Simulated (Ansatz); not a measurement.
# GaSb3: the cost of one run

Method: DFT PBEsol+D3(BJ), scalar-relativistic, plane waves, PAW, in Ansatz 0.2.0.

**1. Starting point**

The structure is cubic, space group Fm-3m (No. 225). Conventional cell: a = 7.171 Å, b = 7.171 Å, c = 7.171 Å, α = 90.00°, β = 90.00°, γ = 90.00°. Ga (site symmetry m-3m) has 8 Sb at 3.11 Å as nearest neighbours. Sb (site symmetry -43m) has 4 Ga at 3.11 Å and 4 Sb at 3.11 Å as nearest neighbours. Around Sb (site symmetry m-3m) lie 8 Sb at 3.11 Å.

As a file:

```xyz
4
Lattice="0.0000 3.5855 3.5855 3.5855 0.0000 3.5855 3.5855 3.5855 0.0000" Properties=species:S:1:pos:R:3 pbc="T T T"
Ga    0.0000    0.0000    0.0000
Sb    1.7928    1.7928    1.7928
Sb    5.3783    5.3783    5.3783
Sb    3.5855    3.5855    3.5855
```

It goes back to an entry of the Materials Project, which need not be the stable form.

This cell was relaxed beforehand with the same method: volume 23.05 Å³/atom, gap on the mesh none (metal).

**2. The reference cell**

The reference gives a free energy of -22968.7093 eV, pressure 0.48 GPa, largest force 0.000 eV/Å and gap on the mesh none (metal). It was computed beforehand with the settings of the runs below.

**3. Setting up moving one atom along a line**

Atom 1 (Ga) is moved by x along the Cartesian unit vector (0.000, 0.000, -1.000); the cell and all other atoms stay fixed. Forces below are components along that vector, summed over the moved atoms. In a periodic cell its images move with it.

**4. x = -0.300 Å**

Input file input.yaml:

```yaml
crystal:
  lattice:
    - [0.0, 3.5855047185, 3.5855047185]
    - [3.5855047185, 0.0, 3.5855047185]
    - [3.5855047185, 3.5855047185, 0.0]
  atoms:
    - { symbol: Ga, position: [0.0418351144, 0.0418351144, -0.0418351144] }
    - { symbol: Sb, position: [0.25, 0.25, 0.25] }
    - { symbol: Sb, position: [0.75, 0.75, 0.75] }
    - { symbol: Sb, position: [0.5, 0.5, 0.5] }
basis:
  ecutwfc: 420
kpoints:
  mp_grid: { grid: [12, 12, 12] }
hamiltonian:
  xc: pbesol
  dispersion: d3bj
scf:
  occupations: { method: gaussian, width: 0.15 }
output:
  forces: true
  stress: true
  eigenvalues: true
```

On the command line:

```console
$ ansatz run input.yaml --threads 1 --pin off --max-ram 2560MiB --backend cpu --events-out ev --progress --plain --runs-dir out
```

What time and memory should one allow on 1 thread of Arm Neoverse V2, shared host?

About 42 s, with a peak of 0.61 GiB.
